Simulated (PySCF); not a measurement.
# The bond of BOs, level by level

An exercise on one series of results from a longer session: the logs are not shown, and one member is left open.

Program: PySCF 2.14.0. Level of theory: B def2-TZVPP, Os def2-TZVPP with ECP60, scalar-relativistic core potentials. These are calculated values, not measurements.

The first run:

A driver script around PySCF takes these settings:

- atoms: B, Os
- charge: 0
- basis: B def2-TZVPP, Os def2-TZVPP with ECP60
- Hamiltonian: scalar-relativistic core potentials
- basis functions: 87
- electrons treated: 21
- masses in u: 11.0093, 191.9615
- levels: PBE0, PBE, r²SCAN, BP86, MN15, PBEsol, M06, CAM-B3LYP, HF, MP2, SCS-MP2, CCSD, CCSD(T)
- grid: 80 radial by 434 angular points
- occupations: held fixed by the projection of orbital angular momentum
- dissociation limit: B + Os, each in its ground configuration
- starting distance in angstrom: 2.040
- values of 2S to try: 1, 3, 5, 7

Started as:

```bash
$ OMP_NUM_THREADS=1 python dia.py task.json out
```

Steps of the session up to this table: Set-up; The PBE0 curve of the state that the search chose; Higher solutions at PBE0; PBE (GGA); r²SCAN (meta-GGA); BP86; MN15 (hybrid meta-GGA); PBEsol (GGA); M06 (hybrid meta-GGA); CAM-B3LYP (range-separated hybrid); ROHF; Correlated methods on the Hartree–Fock reference.

One of the session's tables, all rows but one given; the rest of the session is left out.

Energy (eV) from each level's lowest point:

```
R (Å)   ROHF  ROHF-MP2  ROHF-SCS-MP2  ROHF-CCSD  ROHF-CCSD(T)
1.526  1.360     1.592         1.571        n/a           n/a
1.597  0.608     0.665         0.662      0.690         0.770
1.669  0.201     0.155         0.160      0.217         0.256
1.722  0.056     0.000         0.002      0.049         0.063
1.775  0.001     0.015         0.000      0.000         0.000
1.828  0.000     0.162         0.113      0.039         0.037
1.899      ?         ?             ?          ?             ?
1.988  0.146     0.872         0.697      0.420         0.450
2.095  0.327     1.398         1.157      0.746         0.792
2.236  0.640     2.119         1.808        n/a           n/a
```

Q: Estimate the row for R (Å) = 1.899 from the others.

Worked estimate for «ROHF». A straight line through the neighbours (1.828, 0.000) and (1.988, 0.146) gives 0.000 + (0.146 − 0.000) × (1.899 − 1.828) / (1.988 − 1.828) = 0.065; a parabola fitted to 4 rows on both sides gives 0.046.

The run gave: ROHF: 0.044; ROHF-MP2: 0.459; ROHF-SCS-MP2: 0.350; ROHF-CCSD: 0.179; ROHF-CCSD(T): 0.188. In «ROHF» the line misses by +0.021 and the parabola by +0.002.
